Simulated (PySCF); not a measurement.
# CH5ClOSi (SMILES C[SiH](O)Cl): levels of theory compared

Wanted: a comparison of 5 runs (PBE0/def2-SVP, wB97X/pcseg-1, CAM-B3LYP/6-311+G**, CCSD/def2-SVPD, CCSD(T)/cc-pVDZ) of CH5ClOSi. Input form: a Python script.

The results are computed with PySCF 2.14.0.

### Step 1. The system as given

CH5ClOSi: 9 atoms, total charge 0, spin state singlet. As SMILES, `C[SiH](O)Cl`. Geometry: relaxed at PBE0-D4/def2-TZVP. This is one conformer, not always the lowest.

Bond lengths: C1–Si2 1.852 Å, Si2–O3 1.636 Å, Si2–Cl4 2.066 Å, C1–H5 1.092 Å, C1–H6 1.093 Å, C1–H7 1.093 Å, Si2–H8 1.477 Å, O3–H9 0.958 Å. Some angles: C1–Si2–O3 113.3°, C1–Si2–Cl4 107.5°, O3–Si2–Cl4 109.8°, C1–Si2–H8 112.9°, O3–Si2–H8 105.4°, Cl4–Si2–H8 107.8°, Si2–C1–H5 110.4°, Si2–C1–H6 110.2°, Si2–C1–H7 111.1°, Si2–O3–H9 118.5°.

### Step 2. Energy and gradient at PBE0/def2-SVP (run 1)

Contents of run.py:

```python
# C[SiH](O)Cl
from pyscf import gto, dft

mol = gto.M(
    atom='''
C   -0.641500   0.901700  -0.409300
Si   0.027400  -0.687800   0.266100
O    1.352500  -0.484900   1.204600
Cl   0.486800  -1.901400  -1.341000
H   -1.541000   0.716400  -1.000900
H   -0.897100   1.581200   0.407800
H    0.090600   1.394200  -1.054100
H   -0.945300  -1.408100   1.111900
H    2.156100  -0.157700   0.797700
''',
    max_memory=1860,
    basis='def2-svp',
    charge=0,
    verbose=4,
    spin=0,
)

calc0 = dft.RKS(mol, xc='pbe0')
calc0.conv_tol = 1e-10
calc0.grids.level = 5
calc0.kernel()
if not calc0.converged:
    calc0 = calc0.newton().run(calc0.mo_coeff, calc0.mo_occ)

etot = calc0.e_tot
print(f'total energy: {etot:.8f} hartree')
grad = calc0.nuc_grad_method().kernel()
dip = calc0.dip_moment()
pop, q = calc0.mulliken_pop()
```

Launch:

```console
$ OMP_NUM_THREADS=1 python run.py
```

What it wrote:

```text
PySCF version 2.14.0

[... 76 lines left out ...]
converged SCF energy = -865.40966865471
total energy: -865.40966865 hartree
[... 12 lines left out ...]
Dipole moment(X, Y, Z, Debye):  0.27603,  2.04737, -0.15068
[... 99 lines left out ...]
charge of    8H =      0.19671
```

Run time: 23 s. Hardware: 1 thread of Intel Xeon Platinum 8488C (Sapphire Rapids), shared host; peak memory 0.87 GiB.

### Step 3. Energy and forces at wB97X/pcseg-1 (run 2)

Contents of input.py:

```python
# C[SiH](O)Cl
from pyscf import gto, dft

mol = gto.Mole()
mol.atom = '''
C   -0.641500   0.901700  -0.409300
Si   0.027400  -0.687800   0.266100
O    1.352500  -0.484900   1.204600
Cl   0.486800  -1.901400  -1.341000
H   -1.541000   0.716400  -1.000900
H   -0.897100   1.581200   0.407800
H    0.090600   1.394200  -1.054100
H   -0.945300  -1.408100   1.111900
H    2.156100  -0.157700   0.797700
'''
mol.spin = 0
mol.max_memory = 1860
mol.basis = 'pcseg-1'
mol.verbose = 3
mol.charge = 0
mol.build()

mf = dft.RKS(mol, xc='wb97x')
mf.grids.level = 5
mf.conv_tol = 1e-10
mf.kernel()
if not mf.converged:
    mf = mf.newton().run(mf.mo_coeff, mf.mo_occ)

etot = mf.e_tot
print('E = %.10f Eh' % etot)
grad = mf.nuc_grad_method().kernel()
mf.analyze()
```

Launch:

```console
$ OMP_NUM_THREADS=1 python input.py
```

What it wrote:

```text
converged SCF energy = -866.049509933192
[... 10 lines left out ...]
MO #1   energy= -101.46306312167   occ= 2
[... 10 lines left out ...]
MO #12  energy= -3.79168276503044  occ= 2
[... 10 lines left out ...]
MO #23  energy= -0.441619560208577 occ= 2
[... 10 lines left out ...]
MO #34  energy= 0.266883649343718  occ= 0
[... 10 lines left out ...]
MO #45  energy= 0.684392515869214  occ= 0
[... 10 lines left out ...]
MO #56  energy= 0.952191491169164  occ= 0
[... 10 lines left out ...]
MO #67  energy= 1.78014473054549   occ= 0
[... 10 lines left out ...]
MO #78  energy= 2.50014333906434   occ= 0
[... 10 lines left out ...]
MO #89  energy= 3.59537669970461   occ= 0
[... 10 lines left out ...]
Dipole moment(X, Y, Z, Debye):  0.00501,  2.28456,  0.01782
```

Run time: 44 s. Hardware: 1 thread of Intel Xeon Platinum 8488C (Sapphire Rapids), shared host; peak memory 0.87 GiB.

Runs 3 to 4 aren't shown in full; the table further down has their settings and results.

### Step 4. The energy at CCSD(T)/cc-pVDZ (run 5)

Contents of input.py:

```python
# C[SiH](O)Cl
from pyscf import gto, cc

mol = gto.M(
    atom='''
C     -1.212259     1.703966    -0.773465
Si     0.051778    -1.299754     0.502856
O      2.555855    -0.916328     2.276364
Cl     0.919919    -3.593125    -2.534123
H     -2.912068     1.353800    -1.891427
H     -1.695273     2.988035     0.770630
H      0.171209     2.634656    -1.991960
H     -1.786358    -2.660923     2.101186
H      4.074438    -0.298010     1.507435
''',
    unit='bohr',
    max_memory=1860,
    spin=0,
    verbose=4,
    basis='cc-pvdz',
)

mf = mol.RHF()
mf.conv_tol = 1e-10
mf.kernel()
if not mf.converged:
    mf = mf.newton().run(mf.mo_coeff, mf.mo_occ)

mycc = cc.CCSD(mf, frozen=12)
mycc.kernel()
e_t = mycc.ccsd_t()
energy = mycc.e_tot + e_t
print('Final energy', energy)
dip = mf.dip_moment()
pop, q = mf.mulliken_pop()
```

Launch:

```console
$ OMP_NUM_THREADS=1 python input.py
```

What it wrote:

```text
PySCF version 2.14.0

[... 63 lines left out ...]
converged SCF energy = -864.191170359283
[... 12 lines left out ...]
Init t2, MP2 energy = -864.755630005313  E_corr(MP2) -0.564459646030009
[... 11 lines left out ...]
CCSD converged
[... 2 lines left out ...]
Final energy -864.8132018999798
Dipole moment(X, Y, Z, Debye):  0.09583,  2.20851, -0.05572
[... 99 lines left out ...]
charge of    8H =      0.19039
```

It took 15 s on 1 thread of Intel Xeon Platinum 8488C (Sapphire Rapids), shared host; peak memory 0.44 GiB.

### Step 5. All runs side by side

| run | level | task | integration grid | energy (Eh) | dipole moment (D) of the reference | HOMO energy (eV) | LUMO energy (eV) | wall time |
| --- | --- | --- | --- | --- | --- | --- | --- | --- |
| 1 | PBE0/def2-SVP | gradient | 5 | -865.409669 | 2.07 | -8.46 | 1.22 | 23 s |
| 2 | wB97X/pcseg-1 | gradient | 5 | -866.049510 | 2.28 | -11.13 | 2.86 | 44 s |
| 3 | CAM-B3LYP/6-311+G** | gradient | 5 | -866.168248 | 2.18 | -10.11 | 0.33 | 71 s |
| 4 | CCSD/def2-SVPD | energy | – | -864.521374 | 2.10 | -11.98 | 2.09 | 43 s |
| 5 | CCSD(T)/cc-pVDZ | energy | – | -864.813202 | 2.21 | -11.84 | 4.51 | 15 s |

### Step 6. Summary of results

```
                                           quantity          value
                                run 5: total energy  -864.81320 Eh
        run 5: dipole moment (Hartree–Fock density)         2.21 D
         run 5: HOMO energy (Hartree–Fock orbitals)      -11.84 eV
         run 5: LUMO energy (Hartree–Fock orbitals)        4.51 eV
       run 5: HOMO–LUMO gap (Hartree–Fock orbitals)       16.35 eV
run 5: correlation energy (12 core orbitals frozen)     -622.0 mEh
                              run 5: (T) correction     -13.86 mEh
                               run 5: T1 diagnostic          0.010
```

What this shows: Over runs 1, 2, 3 the dipole moment (its size) runs from 2.07 D (PBE0/def2-SVP) to 2.28 D (wB97X/pcseg-1). The two ends differ in method and basis. Over runs 1, 2, 3 the HOMO–LUMO gap runs from 9.68 eV (PBE0/def2-SVP) to 13.99 eV (wB97X/pcseg-1). Totals of different functionals can't be ranked against each other. All runs together took 3.2 min, the longest 71 s.
